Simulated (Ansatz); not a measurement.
**C₂H₉PSi: a ladder of functionals and wavefunction methods**

An exercise on one series of results from a longer session: the logs are not shown, and one member is left open.

Program: Ansatz 0.2.0, Gaussian basis. Level of theory: functionals in def2-TZVPP, the program's frozen cores in correlated methods. These are calculated values, not measurements.

Levels to be run: LDA (SPW92), PBE-D4, revPBE-D4, BLYP-D4, r2SCAN-D4, B97M-V, PBE0-D4, B3LYP-D4, r2SCANh-D4, r2SCAN0-D4, HSE06-D4, BHLYP-D4, CAM-B3LYP-D4, LC-ωPBE, ωB97X-V, ωB97M-V, B2PLYP, PBE-QIDH; CCSD(T)/def2-SVP; CCSD(T)/def2-TZVPP; MP2/def2-QZVPP; extrapolation to the limit; RPA on PBE.

## Structure used throughout

An earlier PBE0-D4 in a triple-zeta def2 set relaxation fixed the geometry.

SMILES `CC[SiH2]P`, 13 atoms, charge 0, spin multiplicity 1.

Atoms are counted from 1 here; the program's logs count them from 0.

Bond lengths: C1–C2 1.526 Å, C1–H5 1.093 Å, C1–H6 1.093 Å, C1–H7 1.093 Å, C2–Si3 1.877 Å, C2–H8 1.095 Å, C2–H9 1.096 Å, Si3–P4 2.260 Å, Si3–H10 1.491 Å, Si3–H11 1.489 Å, P4–H12 1.420 Å, P4–H13 1.421 Å. Angles: C2–C1–H5 111.5°, C2–C1–H6 111.5°, C2–C1–H7 111.5°, H5–C1–H6 107.3°, H5–C1–H7 107.5°, H6–C1–H7 107.4°, C1–C2–Si3 113.8°, C1–C2–H8 110.5°, C1–C2–H9 110.4°, Si3–C2–H8 108.0°, Si3–C2–H9 107.6°, H8–C2–H9 106.1°, C2–Si3–P4 109.4°, C2–Si3–H10 109.9°, C2–Si3–H11 110.5°, P4–Si3–H10 112.0°, P4–Si3–H11 106.7°, H10–Si3–H11 108.2° and more.

As a file:

```
C    -1.21164    0.15608    1.19653
C    -0.14823   -0.86923    0.81527
Si    1.12255   -0.22381   -0.40672
P     0.08285    0.39566   -2.31529
H    -1.91106   -0.24675    1.93321
H    -1.79817    0.46656    0.32777
H    -0.76393    1.05612    1.62644
H    -0.61333   -1.76058    0.38115
H     0.39132   -1.21018    1.70582
H     1.88753    0.90127    0.20254
H     2.08700   -1.29785   -0.77388
H     1.25761    0.95711   -2.88310
H    -0.36202    1.64080   -1.79492
```

The first run:

File in.yaml:

```yaml
crystal:
  periodic: [false, false, false]
  atoms:
    - {symbol: C, position_ang: [-1.211635, 0.156082, 1.196526]}
    - {symbol: C, position_ang: [-0.148229, -0.869231, 0.815269]}
    - {symbol: Si, position_ang: [1.122552, -0.223806, -0.406717]}
    - {symbol: P, position_ang: [0.082851, 0.395658, -2.315295]}
    - {symbol: H, position_ang: [-1.911062, -0.246754, 1.933214]}
    - {symbol: H, position_ang: [-1.798166, 0.466556, 0.327766]}
    - {symbol: H, position_ang: [-0.763926, 1.056123, 1.626436]}
    - {symbol: H, position_ang: [-0.613334, -1.760584, 0.381151]}
    - {symbol: H, position_ang: [0.391322, -1.210177, 1.705821]}
    - {symbol: H, position_ang: [1.887533, 0.901274, 0.202539]}
    - {symbol: H, position_ang: [2.087003, -1.297851, -0.773884]}
    - {symbol: H, position_ang: [1.257613, 0.957111, -2.883100]}
    - {symbol: H, position_ang: [-0.362022, 1.640802, -1.794923]}
basis:
  gaussian: {orbitals: def2-TZVPP}
hamiltonian: {xc: lda}
output: {orbitals: {seedname: orbitals}}
```

Among the steps run: LDA; PBE-D4 (GGA); revPBE-D4 (GGA); BLYP-D4 (GGA); r2SCAN-D4 (meta-GGA); B97M-V (meta-GGA); PBE0-D4 (hybrid); B3LYP-D4 (hybrid); r2SCANh-D4 (hybrid); r2SCAN0-D4 (hybrid); HSE06-D4 (hybrid); BHLYP-D4 (hybrid); CAM-B3LYP-D4 (range-separated); LC-ωPBE (range-separated); ωB97X-V (range-separated); ωB97M-V (range-separated); B2PLYP (double hybrid); PBE-QIDH (double hybrid).

One table of the session follows, with a row left open; its other results are not shown here.

It belongs to the step «Orbital energies across the functionals». 

| functional | HOMO (eV) | LUMO (eV) | gap (eV) |
| --- | --- | --- | --- |
| LDA (SPW92) | -6.36 | -0.67 | 5.69 |
| PBE-D4 | -6.28 | -0.50 | 5.78 |
| revPBE-D4 | ? | ? | ? |
| BLYP-D4 | -6.13 | -0.39 | 5.74 |
| r2SCAN-D4 | -6.52 | -0.20 | 6.32 |
| B97M-V | -6.65 | -0.41 | 6.24 |
| PBE0-D4 | -7.38 | 0.36 | 7.74 |
| B3LYP-D4 | -7.17 | 0.13 | 7.30 |
| r2SCANh-D4 | -6.93 | 0.11 | 7.04 |
| r2SCAN0-D4 | -7.54 | 0.55 | 8.09 |
| HSE06-D4 | -6.99 | -0.02 | 6.97 |
| BHLYP-D4 | -8.35 | 1.20 | 9.55 |
| CAM-B3LYP-D4 | -8.65 | 1.34 | 9.99 |
| LC-ωPBE | -10.00 | 2.50 | 12.50 |
| ωB97X-V | -9.66 | 2.35 | 12.01 |
| ωB97M-V | -9.49 | 2.05 | 11.54 |

Q: Estimate the row for revPBE-D4 from the others.

**Answer.** HOMO (eV): -6.24; LUMO (eV): -0.42; gap (eV): 5.82. In the column «HOMO (eV)» it lies between PBE-D4 (-6.28) and BLYP-D4 (-6.13).
